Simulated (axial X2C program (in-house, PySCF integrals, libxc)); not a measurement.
**All-electron X2C curves of RhNa⁺**

Aim: find the lowest determinant of RhNa⁺, scan the bond at several levels and fit the constants, once spin-free and once with spin–orbit coupling.

Computed with an in-house X2C program for linear molecules on PySCF integrals. Level: all-electron X2C, Rh dyall-cv3z, Na dyall-cv3z.

All values are calculated.

### 1 Input

task.json

```json
{"zs": [45, 11], "q": 1, "bas": ["dyall-cv3z", "dyall-cv3z"], "levels": ["PBE0", "HF", "PBEsol"], "cc": true, "r0": 2.8, "thr": -1.0, "nmax": 90, "npts": 10, "nst": 2, "ntry": 6}
```

Keys: zs atomic numbers; q charge; bas basis sets; levels methods (HF also brings MP2); cc coupled cluster on or off; r0 starting distance in Å; thr threshold in hartree for freezing inner shells (an s shell follows its p shell); nmax most natural virtual spinors; npts points asked for on the curve; nst determinants followed; ntry starts of the search.

Launch:

```bash
$ python so2c.py task.json out
```

Spin-free means the one-electron spin-free X2C Hamiltonian; two-component (2c) means X2C with spin–orbit coupling and atomic mean-field two-electron Coulomb and Gaunt terms. Basis: Rh dyall-cv3z contracted to [12s12p8d5f3g], Na dyall-cv3z contracted to [9s8p5d2f]; Gaussian nuclei, density fitting. Masses: Rh 102.906 u, Na 22.990 u.

Notation: σ, π±, δ± give the projection m of an orbital's angular momentum (0, ±1, ±2), α and β its spin, Λ and M_S the sums; ω is the projection of a spinor's total angular momentum and Ω the sum. Logs are in hartree.

The results follow Hamiltonian by Hamiltonian and level by level.

### 2 Which state to follow

PBE0 moves the distance from 2.800 Å to 3.186 Å and compares determinants there.

Spin-free determinants:

```tsv
ΔE (eV)	state	open shells
0.00	M_S = 3/2, Λ = 2	beyond closed shells: 2 × σα, δ+α, δ+β, δ-α
0.06	M_S = 1/2, Λ = 2	beyond closed shells: δ+α, δ+β, δ-α
0.09	M_S = 3/2, Λ = 0	beyond closed shells: σα, π+α, π-α
0.09	M_S = 3/2, Λ = 3	beyond closed shells: σα, π+α, π+β, π-α, δ+α, δ+β, δ-α
0.24	M_S = 3/2, Λ = 1	beyond closed shells: σα, π+α, π-α, π-β, δ+α, δ+β, δ-α
0.45	M_S = 3/2, Λ = 0	beyond closed shells: σα, δ+α, δ-α
0.58	M_S = 1/2, Λ = 0	beyond closed shells: σα
```

Two-component determinants:

```
ΔE (eV)    state                                      open shells
   0.00  Ω = 7/2       excess of +ω over −ω: 2 × ω = 1/2, ω = 5/2
   0.03  Ω = 9/2  excess of +ω over −ω: ω = 1/2, ω = 3/2, ω = 5/2
   0.07  Ω = 5/2                    excess of +ω over −ω: ω = 5/2
   0.27  Ω = 1/2      excess of +ω over −ω: 2 × ω = -1/2, ω = 3/2
   0.29  Ω = 3/2                    excess of +ω over −ω: ω = 3/2
   0.45  Ω = 1/2                    excess of +ω over −ω: ω = 1/2
   0.56  Ω = 1/2                    excess of +ω over −ω: ω = 1/2
```

### 3 PBE0, spin-free

State followed: M_S = 3/2, Λ = 2 (beyond closed shells: 2 × σα, δ+α, δ+β, δ-α). The scan is laid around 3.186 Å, a first estimate of the minimum, and this SCF restarts from the orbitals of the search.

Output at 3.186 Å:

```text
spin-free X2C-1e  PBE0
basis functions 222  fitting functions 995  grid points 5087
iter        total energy     max residual
   1      -4945.556075610     4.04e-05
   2      -4945.556075620     1.43e-05
converged
one-electron -6977.76849158  Coulomb 2103.90045814  exact exchange -37.86899459  xc functional -116.03584590  nuclear repulsion 82.21679831
```

Along the bond, energies from the lowest point:

| R (Å) | E (eV) | μ (D) | HOMO (eV) | LUMO (eV) | iterations |
| --- | --- | --- | --- | --- | --- |
| 2.772 | 0.1000 | 6.89 | -10.63 | -8.09 | 14 |
| 2.899 | 0.0418 | 7.32 | -10.51 | -7.96 | 11 |
| 2.995 | 0.0171 | 7.65 | -10.40 | -7.86 | 11 |
| 3.090 | 0.0039 | 8.00 | -10.30 | -7.76 | 10 |
| 3.186 | 0.0000 | 8.35 | -10.20 | -7.66 | 2 |
| 3.297 | 0.0051 | 8.77 | -10.08 | -7.55 | 10 |
| 3.409 | 0.0167 | 9.20 | -9.96 | -7.44 | 10 |
| 3.552 | 0.0398 | 9.77 | -9.80 | -7.31 | 10 |
| 3.728 | 0.0743 | 10.49 | -9.62 | -7.14 | 10 |
| 3.982 | 0.1313 | 11.59 | -9.36 | -6.92 | 9 |

Dipoles are positive if Na is the positive end and refer to the centre of mass.

Outer orbitals at the reference distance:

```tsv
symmetry	occupied	ε (eV)	atomic character
σα	yes	-13.52	98% Rh d
δ-α	yes	-12.92	100% Rh d
δ+α	yes	-12.92	100% Rh d
π+α	yes	-12.56	99% Rh d
π-α	yes	-12.56	99% Rh d
π+β	yes	-11.66	100% Rh d
π-β	yes	-11.50	99% Rh d
δ+β	yes	-11.21	100% Rh d
σα	yes	-10.20	62% Rh s, 18% Na s, 13% Na p
σβ	no	-7.66	33% Rh s, 33% Rh d, 23% Na s
δ-β	no	-7.32	100% Rh d
σβ	no	-6.97	65% Rh d, 25% Rh s, 6% Na s
σα	no	-6.13	47% Na s, 31% Rh p, 13% Rh s
```

PBE0 fields in the half plane through the axis: z from -2.4 to 5.4 Å across, distance from the axis 0.15 to 2.25 Å upwards; Rh lies at z = 0 and Na at z = 3.186 Å; the ELF is damped to zero where the density is low.

log10 density (e/bohr³). Ten even steps from '0' (-5.77 ) to '9' (1.74 ):
```
112223333333333222221111000
122333344444333333222211100
223334444444443333332221100
223344555554444433333322110
233445566655544444444432110
233455667665554445665443211
233456777776554456776543211
234456789876554557887643211
```

ELF. Ten even steps from '0' (0.00 ) to '9' (0.86 ):
```
000000000112232100000000000
000001111123455420000000000
000011111224567520000000000
000112211234567300000000000
000112332334466200010000000
000013566654454102664100000
000013796973344017998510000
000012727272244039849720000
```

Re = 3.184 Å, ωe = 107.7 cm⁻¹, Be = 0.08848 cm⁻¹, De = 0.505 eV, μ = 8.34 D.

### 4 HF, spin-free

The SCF at the reference distance of 3.186 Å:

```text
spin-free X2C-1e  HF
basis functions 222  fitting functions 995  grid points 5087
iter        total energy     max residual
   1      -4943.127213480     4.60e-01
   2      -4943.150548013     8.23e-03
   3      -4943.151666182     1.26e-02
   4      -4943.151986076     6.30e-03
   5      -4943.152059259     1.09e-03
   6      -4943.152075455     1.15e-03
   7      -4943.152077678     3.62e-04
   8      -4943.152077864     4.20e-05
   9      -4943.152077887     4.24e-05
  10      -4943.152077891     8.89e-06
  11      -4943.152077892     5.62e-06
  12      -4943.152077892     2.13e-06
converged
one-electron -6978.15089237  Coulomb 2104.39370049  exact exchange -151.61168431  xc functional 0.00000000  nuclear repulsion 82.21679831
```

Re = 3.356 Å, ωe = 104.5 cm⁻¹, ωexe = 0.461 cm⁻¹, Be = 0.07965 cm⁻¹, De = 0.582 eV, μ = 8.01 D.

### 5 PBEsol, spin-free

The SCF at the reference distance of 3.186 Å:

```text
spin-free X2C-1e  PBEsol
basis functions 222  fitting functions 995  grid points 5087
iter        total energy     max residual
   1      -4942.624487600     3.70e-01
   2      -4942.629527398     1.07e-02
   3      -4942.629589440     8.19e-02
   4      -4942.630611726     4.02e-03
   5      -4942.630615702     6.67e-03
   6      -4942.630651662     5.74e-04
   7      -4942.630652102     4.37e-04
   8      -4942.630652152     4.64e-05
   9      -4942.630652153     3.88e-06
converged
one-electron -6976.68407519  Coulomb 2102.71380432  exact exchange 0.00000000  xc functional -150.87717958  nuclear repulsion 82.21679831
```

Re = 3.139 Å, ωe = 108.3 cm⁻¹, Be = 0.09104 cm⁻¹, De = 0.488 eV, μ = 8.44 D.

### 6 MP2 and beyond, spin-free

Correlated methods: 9 electrons correlated (frozen shells, counted by type: Rh 4 s, 3 p, 1 d; Na 2 s, 1 p), 303 virtual spinors in MP2, 90 natural virtuals in coupled cluster.

Output of the correlated part at 3.186 Å:

```text
correlated 9  virtual 303  natural virtual 90  E(MP2) -0.253470670  MP2 remainder -0.006418699
iter   CCSD correlation   residual
   1     -0.237927444   7.29e-02
   2     -0.241295013   2.94e-02
   3     -0.242177989   1.48e-02
   4     -0.242219948   4.39e-03
   5     -0.242251484   1.32e-03
   6     -0.242254475   3.89e-04
   7     -0.242253156   9.12e-05
   8     -0.242254008   3.19e-05
   9     -0.242253754   9.59e-06
  10     -0.242253828   3.30e-06
  11     -0.242253809   1.02e-06
(T) -0.009982800  T1 0.0321  D1 0.0906  max T2 0.037
```

T1 in the output is the amplitude norm over the root of the electron number; divide by √2 for the Lee–Taylor value.

MP2: Re = 3.215 Å, ωe = 109.4 cm⁻¹, Be = 0.08677 cm⁻¹, De = 0.369 eV.

CCSD: Re = 3.247 Å, ωe = 107.0 cm⁻¹, ωexe = 0.673 cm⁻¹, Be = 0.08508 cm⁻¹, De = 0.428 eV. T1 at Re = 0.023 (Lee–Taylor, the printed value over √2).

CCSD(T): Re = 3.237 Å, ωe = 107.4 cm⁻¹, ωexe = 0.698 cm⁻¹, Be = 0.08564 cm⁻¹, De = 0.410 eV. T1 at Re = 0.023 (Lee–Taylor, the printed value over √2).

### 7 A higher determinant, spin-free

State: M_S = 1/2, Λ = 2 (beyond closed shells: δ+α, δ+β, δ-α).

Output at the reference distance:

```text
spin-free X2C-1e  PBE0
basis functions 222  fitting functions 995  grid points 5087
iter        total energy     max residual
   1      -4945.553749850     2.34e-05
   2      -4945.553749852     9.62e-06
converged
one-electron -6979.78610990  Coulomb 2105.95942601  exact exchange -37.87211134  xc functional -116.07175293  nuclear repulsion 82.21679831
```

| R (Å) | E above the lowest PBE0 point (eV) |
| --- | --- |
| 2.772 | 0.090 |
| 2.899 | 0.056 |
| 2.995 | 0.048 |
| 3.090 | 0.051 |
| 3.186 | 0.063 |
| 3.297 | 0.086 |
| 3.409 | 0.113 |
| 3.552 | 0.155 |
| 3.728 | 0.211 |

Re = 3.012 Å, ωe = 127.2 cm⁻¹, Be = 0.0989 cm⁻¹, μ = 7.58 D. ⟨S²⟩ = 1.36 against 0.75 for a pure state, so this determinant mixes spins. Te = 0.05 eV.

### 8 The spin-free curves together

Energy (eV) of the followed determinant, spin-free, from each level's lowest point:

| R (Å) | PBE0 | HF | MP2 | CCSD | CCSD(T) | PBEsol |
| --- | --- | --- | --- | --- | --- | --- |
| 2.772 | 0.100 | 0.203 | 0.122 | n/a | n/a | 0.078 |
| 2.899 | 0.042 | 0.111 | 0.055 | 0.064 | 0.061 | 0.028 |
| 2.995 | 0.017 | 0.064 | 0.024 | 0.030 | 0.028 | 0.009 |
| 3.090 | 0.004 | 0.032 | 0.007 | 0.010 | 0.009 | 0.000 |
| 3.186 | 0.000 | 0.011 | 0.000 | 0.001 | 0.000 | 0.000 |
| 3.297 | 0.005 | 0.000 | 0.002 | 0.000 | 0.000 | 0.009 |
| 3.409 | 0.017 | 0.000 | 0.013 | 0.008 | 0.009 | 0.022 |
| 3.552 | 0.040 | 0.012 | 0.035 | 0.027 | 0.029 | 0.048 |
| 3.728 | 0.074 | 0.039 | 0.069 | n/a | n/a | 0.083 |
| 3.982 | 0.131 | 0.094 | 0.125 | n/a | n/a | 0.139 |

### 9 PBE0, 2c

State followed: Ω = 7/2 (excess of +ω over −ω: 2 × ω = 1/2, ω = 5/2). The scan is laid around 3.186 Å, a first estimate of the minimum, and this SCF restarts from the orbitals of the search.

Output at 3.186 Å:

```text
two-component X2C + atomic mean field  PBE0
basis functions 222  fitting functions 995  grid points 5087
iter        total energy     max residual
   1      -4943.585849758     3.12e-05
   2      -4943.585849759     1.75e-05
converged
one-electron -6972.41091705  Coulomb 2102.87001563  exact exchange -37.84829738  xc functional -115.97482350  nuclear repulsion 82.21679831  atomic mean-field constant -2.43862577
```

Along the bond, energies from the lowest point:

| R (Å) | E (eV) | μ (D) | HOMO (eV) | LUMO (eV) | iterations |
| --- | --- | --- | --- | --- | --- |
| 2.772 | 0.0997 | 6.88 | -10.63 | -8.08 | 14 |
| 2.899 | 0.0415 | 7.31 | -10.50 | -7.95 | 11 |
| 2.995 | 0.0169 | 7.65 | -10.40 | -7.85 | 11 |
| 3.090 | 0.0038 | 7.99 | -10.30 | -7.75 | 10 |
| 3.186 | 0.0000 | 8.34 | -10.19 | -7.66 | 2 |
| 3.297 | 0.0052 | 8.76 | -10.07 | -7.55 | 10 |
| 3.409 | 0.0169 | 9.20 | -9.95 | -7.44 | 10 |
| 3.552 | 0.0402 | 9.77 | -9.80 | -7.30 | 10 |
| 3.728 | 0.0748 | 10.49 | -9.62 | -7.14 | 10 |
| 3.982 | 0.1320 | 11.58 | -9.36 | -6.91 | 9 |

Dipoles are positive if Na is the positive end and refer to the centre of mass.

Outer spinors at the reference distance:

```
   ω  occupied  ε (eV)              atomic character    λ mixture
 1/2       yes  -13.51                      98% Rh d  99% σ, 1% π
-3/2       yes  -13.08                     100% Rh d  99% δ, 1% π
 5/2       yes  -12.75                     100% Rh d       100% δ
-1/2       yes  -12.64                      99% Rh d  99% π, 1% σ
 3/2       yes  -12.49                      99% Rh d  98% π, 2% δ
 1/2       yes  -11.72                      99% Rh d  99% π, 1% σ
-3/2       yes  -11.41                      99% Rh d  99% π, 1% δ
 3/2       yes  -11.35                     100% Rh d  98% δ, 2% π
 1/2       yes  -10.19  62% Rh s, 18% Na s, 13% Na p       100% σ
-1/2        no   -7.66  33% Rh s, 32% Rh d, 23% Na s       100% σ
-5/2        no   -7.19                     100% Rh d       100% δ
-1/2        no   -6.96   65% Rh d, 24% Rh s, 6% Na s  99% σ, 1% π
 1/2        no   -6.12  47% Na s, 31% Rh p, 13% Rh s       100% σ
```

PBE0 fields in the half plane through the axis: z from -2.4 to 5.4 Å across, distance from the axis 0.15 to 2.25 Å upwards; Rh lies at z = 0 and Na at z = 3.186 Å; the ELF is damped to zero where the density is low.

log10 density (e/bohr³). Ten even steps from '0' (-5.77 ) to '9' (1.74 ):
```
112223333333333222221111000
122333344444333333222211100
223334444444443333332221100
223344555554444433333322110
233445566655544444444432110
233455667665554445665443211
233456777776554456776543211
234456789876554557887643211
```

ELF. Ten even steps from '0' (0.00 ) to '9' (0.86 ):
```
000000000112332100000000000
000001111123455420000000000
000011111224567520000000000
000112211234567300000000000
000112332334466200010000000
000013566654454102664100000
000013796973344017998510000
000013727272234039849720000
```

Re = 3.183 Å, ωe = 107.8 cm⁻¹, Be = 0.08854 cm⁻¹, De = 0.508 eV, μ = 8.33 D.

### 10 HF, 2c

Output at 3.186 Å:

```text
two-component X2C + atomic mean field  HF
basis functions 222  fitting functions 995  grid points 5087
iter        total energy     max residual
   1      -4941.155918397     4.60e-01
   2      -4941.179329951     8.20e-03
   3      -4941.180454340     1.26e-02
   4      -4941.180775539     6.32e-03
   5      -4941.180851766     1.12e-03
   6      -4941.180870051     1.24e-03
   7      -4941.180873649     4.53e-04
   8      -4941.180875219     2.83e-04
   9      -4941.180877114     6.45e-04
  10      -4941.180879062     6.47e-04
  11      -4941.180880056     2.78e-04
  12      -4941.180880283     2.64e-05
  13      -4941.180880316     3.39e-05
  14      -4941.180880323     2.12e-05
  15      -4941.180880325     2.97e-06
converged
one-electron -6972.79535026  Coulomb 2103.36500085  exact exchange -151.52870346  xc functional 0.00000000  nuclear repulsion 82.21679831  atomic mean-field constant -2.43862577
```

Re = 3.356 Å, ωe = 104.5 cm⁻¹, ωexe = 0.459 cm⁻¹, Be = 0.07967 cm⁻¹, De = 0.584 eV, μ = 8.00 D.

### 11 PBEsol, 2c

Output at 3.186 Å:

```text
two-component X2C + atomic mean field  PBEsol
basis functions 222  fitting functions 995  grid points 5087
iter        total energy     max residual
   1      -4940.656302562     3.70e-01
   2      -4940.661353493     1.00e-02
   3      -4940.661410851     8.19e-02
   4      -4940.662433889     3.98e-03
   5      -4940.662437709     6.66e-03
   6      -4940.662473727     5.67e-04
   7      -4940.662474168     4.33e-04
   8      -4940.662474219     4.57e-05
   9      -4940.662474219     3.73e-06
converged
one-electron -6971.32840334  Coulomb 2101.68541546  exact exchange 0.00000000  xc functional -150.79765888  nuclear repulsion 82.21679831  atomic mean-field constant -2.43862577
```

Re = 3.138 Å, ωe = 108.5 cm⁻¹, Be = 0.0911 cm⁻¹, De = 0.490 eV, μ = 8.43 D.

### 12 Correlated methods, 2c

Correlated methods: 9 electrons correlated (frozen shells, counted by type: Rh 4 s, 3 p, 1 d; Na 2 s, 1 p), 303 virtual spinors in MP2, 90 natural virtuals in coupled cluster.

Output of the correlated part at 3.186 Å:

```text
correlated 9  virtual 303  natural virtual 90  E(MP2) -0.253528148  MP2 remainder -0.006419028
iter   CCSD correlation   residual
   1     -0.238042868   7.36e-02
   2     -0.241486320   3.01e-02
   3     -0.242396782   1.51e-02
   4     -0.242437838   4.38e-03
   5     -0.242469916   1.35e-03
   6     -0.242473164   4.29e-04
   7     -0.242471807   1.21e-04
   8     -0.242472903   5.29e-05
   9     -0.242472556   2.29e-05
  10     -0.242472668   1.00e-05
  11     -0.242472634   3.37e-06
  12     -0.242472668   1.21e-06
  13     -0.242472679   3.98e-07
(T) -0.010018155  T1 0.0320  D1 0.0904  max T2 0.037
```

MP2: Re = 3.214 Å, ωe = 109.5 cm⁻¹, Be = 0.08683 cm⁻¹, De = 0.372 eV.

CCSD: Re = 3.246 Å, ωe = 107.2 cm⁻¹, ωexe = 0.668 cm⁻¹, Be = 0.08515 cm⁻¹, De = 0.432 eV. T1 at Re = 0.023 (Lee–Taylor, the printed value over √2).

CCSD(T): Re = 3.235 Å, ωe = 107.6 cm⁻¹, ωexe = 0.692 cm⁻¹, Be = 0.08571 cm⁻¹, De = 0.415 eV. T1 at Re = 0.023 (Lee–Taylor, the printed value over √2).

### 13 A higher determinant, 2c

State: Ω = 9/2 (excess of +ω over −ω: ω = 1/2, ω = 3/2, ω = 5/2).

Output at the reference distance:

```text
two-component X2C + atomic mean field  PBE0
basis functions 222  fitting functions 995  grid points 5087
iter        total energy     max residual
   1      -4943.584847685     7.74e-05
   2      -4943.584847690     6.94e-05
   3      -4943.584847716     1.24e-05
   4      -4943.584847717     7.43e-06
converged
one-electron -6972.30594029  Coulomb 2102.74790449  exact exchange -37.84434959  xc functional -115.96063486  nuclear repulsion 82.21679831  atomic mean-field constant -2.43862577
```

| R (Å) | E above the lowest PBE0 point (eV) |
| --- | --- |
| 2.772 | 0.095 |
| 2.899 | 0.044 |
| 2.995 | 0.027 |
| 3.090 | 0.023 |
| 3.186 | 0.027 |
| 3.297 | 0.042 |
| 3.409 | 0.063 |
| 3.552 | 0.097 |
| 3.728 | 0.144 |

Re = 3.085 Å, ωe = 123.4 cm⁻¹, ωexe = 0.656 cm⁻¹, Be = 0.09424 cm⁻¹, μ = 8.01 D. Te = 0.02 eV.

### 14 The 2c curves together

Energy (eV) of the followed determinant, 2c, from each level's lowest point:

| R (Å) | PBE0 | HF | MP2 | CCSD | CCSD(T) | PBEsol |
| --- | --- | --- | --- | --- | --- | --- |
| 2.772 | 0.100 | 0.203 | 0.122 | n/a | n/a | 0.078 |
| 2.899 | 0.042 | 0.111 | 0.054 | 0.064 | 0.060 | 0.028 |
| 2.995 | 0.017 | 0.064 | 0.024 | 0.030 | 0.028 | 0.009 |
| 3.090 | 0.004 | 0.031 | 0.007 | 0.010 | 0.009 | 0.000 |
| 3.186 | 0.000 | 0.011 | 0.000 | 0.000 | 0.000 | 0.000 |
| 3.297 | 0.005 | 0.000 | 0.002 | 0.000 | 0.000 | 0.009 |
| 3.409 | 0.017 | 0.000 | 0.013 | 0.008 | 0.009 | 0.023 |
| 3.552 | 0.040 | 0.012 | 0.035 | 0.028 | 0.030 | 0.048 |
| 3.728 | 0.075 | 0.039 | 0.070 | n/a | n/a | 0.083 |
| 3.982 | 0.132 | 0.095 | 0.126 | n/a | n/a | 0.139 |

The whole job took 3.4 min on 1 thread of Arm Neoverse V1, shared host; peak memory 0.63 GiB.

### 15 Results

Lowest determinant that the search found at its distance, spin-free: M_S = 3/2, Λ = 2 (beyond closed shells: 2 × σα, δ+α, δ+β, δ-α).

Lowest determinant that the search found at its distance, 2c: Ω = 7/2 (excess of +ω over −ω: 2 × ω = 1/2, ω = 5/2).

```csv
Hamiltonian,level,Re (Å),ωe (cm⁻¹),De (eV),μ (D)
spin-free,PBE0,3.184,107.7,0.505,8.34
spin-free,HF,3.356,104.5,0.582,8.01
spin-free,MP2,3.215,109.4,0.369,n/a
spin-free,CCSD,3.247,107.0,0.428,n/a
spin-free,CCSD(T),3.237,107.4,0.410,n/a
spin-free,PBEsol,3.139,108.3,0.488,8.44
2c,PBE0,3.183,107.8,0.508,8.33
2c,HF,3.356,104.5,0.584,8.00
2c,MP2,3.214,109.5,0.372,n/a
2c,CCSD,3.246,107.2,0.432,n/a
2c,CCSD(T),3.235,107.6,0.415,n/a
2c,PBEsol,3.138,108.5,0.490,8.43
```

Dipoles are positive if Na is the positive end and refer to the centre of mass.

Time per point (s) on 1 thread of Arm Neoverse V1, shared host (2c runs; CCSD comes with the CCSD(T) run); the times are rough: PBE0 0.82, HF 0.64, MP2 0.85, CCSD(T) 3.4, PBEsol 0.41.

What this shows: At CCSD(T), going from spin-free to two-component changes Re by -1 mÅ, ωe by +0.2 %; the spin-free picture holds up (part of it comes from the scalar share of the two-electron terms). De moves by +0.01 eV; both De rest on single-determinant atoms, which can miss part of an open shell's spin–orbit lowering.

De refers to Rh + Na+, each in the lowest determinant found, which need not be this curve's own limit. Each curve is one determinant whose occupation by symmetry is held fixed; it was picked as the lowest of a PBE0 search that is not exhaustive. De is counted from the lowest determinant-based energies of the atoms at the same level, without counterpoise correction. Density functionals use the spin component along the axis (collinear). Coupled cluster ran in a truncated set of natural virtual spinors; the MP2 energy of the rest was added. With several unpaired electrons one determinant need not be a pure state. At some level an empty orbital lies below a filled one. With the outer-core shells frozen, correlated bond lengths of heavy atoms tend to come out a few hundredths of an ångström too long. T1 at Re is 0.023 (Lee–Taylor), above the customary mark of 0.02.
